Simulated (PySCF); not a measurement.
# C9H11Br (1-bromo-2-isopropylbenzene): the cost of one run

Computed with PySCF 2.14.0 and routines of our own; the level stands in each step. Atoms count from 0.

## 1. The starting structure

21 atoms, charge 0, multiplicity 1; geometry from: GFN2-xTB.

## 2. Optimising the geometry at PBE0-D3(BJ)/def2-SVP

The job: settings as JSON, then the geometry in Å.

```
{"job": {"xc": "PBE0", "basis": "def2-SVP", "d3": "d3bj", "grid": 2, "kind": "geom"}, "charge": 0, "multiplicity": 1}
C     -2.074993     0.568158    -0.757272
C     -1.298607    -0.493695     0.029112
C     -1.794878    -0.563185     1.472713
C      0.177321    -0.201547    -0.075515
C      0.803671     0.678900     0.801041
C      2.148548     0.982312     0.694154
C      2.912876     0.409519    -0.307128
C      2.318298    -0.462245    -1.199974
C      0.970018    -0.752487    -1.078332
Br     0.226782    -1.948568    -2.375990
H     -1.769332     0.573601    -1.801293
H     -1.893272     1.556514    -0.339202
H     -3.141601     0.361113    -0.712721
H     -1.491648    -1.467658    -0.431939
H     -1.157045    -1.212921     2.068142
H     -1.819791     0.421161     1.933812
H     -2.805627    -0.964556     1.490151
H      0.223368     1.138140     1.585586
H      2.598582     1.669328     1.394800
H      3.963271     0.640067    -0.398526
H      2.895140    -0.915007    -1.992089
```

Run with:

```bash
OMP_NUM_THREADS=1 python excited_run.py task.json out
```

The driver reads the jobs from task.json and runs them one after another.

Q: Estimate the wall time and peak memory of this first job on 1 thread of Intel Xeon Platinum 8488C, shared host.

About 2.9 min, with a peak of 1.1 GiB.
